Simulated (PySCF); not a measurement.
**[TbF2]2+: other functionals and bases at one geometry**

An exercise on one series of results from a longer session: the logs are not shown, and one member is left open.

Computed with PySCF 2.14.0. Level: several levels, as the steps say, no spin–orbit coupling.

1 further run of the same task is left out (for a known fault of the program).

## Where the work starts

3 atoms, charge 2, spin multiplicity 1.

Bond lengths: Tb1–F2 1.840 Å, Tb1–F3 1.840 Å. Angles: F2–Tb1–F3 100.9°.

Coordinates:

```
atom     x (Å)    y (Å)     z (Å)
 Tb1   0.00000  0.00000  -0.39821
  F2   1.41910  0.00000   0.77324
  F3  -1.41910  0.00000   0.77324
```

Formal oxidation states: Tb +4. Each metal's 7 4f electrons lie in its core potential, so multiplicities, spins and levels count the valence alone. An earlier session relaxed this geometry at PBE0, Tb lcecp-2-SVP with ECP53, F def2-SVP (singlet, point group C2v).

At PBE0 on the finer grid: E = -241.978407 Eh, frontier levels not given, since the 4f levels lie in the core, Mulliken charge on Tb1 +2.26 e, largest force component 0.002 eV/Å. 

Levels to run: B3LYP; M06-L; PBE0, TZVP. Hardware: 2 threads of Arm Neoverse V2, shared host.

The first run:

Contents of run.py (the lines that set the calculation):

```python
mol = gto.M(atom='''
Tb     0.00000     0.00000    -0.39821
F      1.41910     0.00000     0.77324
F     -1.41910     0.00000     0.77324''',
    basis={'Tb': 'lcecp-2-SVP', 'F': 'def2-SVP'},
    ecp={'Tb': 'lcecp-2-SVP'},
    charge=2, spin=0)
mf = dft.RKS(mol, xc='B3LYP')
mf.grids.atom_grid = (75, 302)  # f atoms: unpruned, at least (60, 302)
mf = mf.density_fit()  # fitting sets: Tb AutoAux, F def2-universal-JKFIT
mf.conv_tol = 1e-08; mf.max_cycle = 55
mf.kernel(dm0)  # dm0: the density of the relaxed state
```

Command:

```bash
$ OMP_NUM_THREADS=2 python run.py
```

Among the steps run: B3LYP; M06-L; PBE0, TZVP.

One table of the session follows, with a row left open; its other results are not shown here.

```
              level  charge on Tb1 (e)  dipole (D)  largest force component (eV/Å)
PBE0 (relaxed here)               2.26        5.30                            0.00
              B3LYP               2.22        5.21                            0.59
              M06-L               2.28        5.22                            0.82
         PBE0, TZVP                  ?           ?                               ?
```

Q: Estimate the row for PBE0, TZVP from the others.

The run gave: charge on Tb1 (e): 2.35; dipole (D): 5.33; largest force component (eV/Å): 0.52. In the column «charge on Tb1 (e)» it is the highest.

The dipole of a charged species depends on the origin, so these sizes hold for this origin alone.

The largest leftover force, 0.82 eV/Å with M06-L, stands at a geometry relaxed at another level. With 4f in the core, its levels are missing from HOMO and gap, and its count is fixed, so no charge can pass from the ligands into it. Total energies of different levels can't be compared.
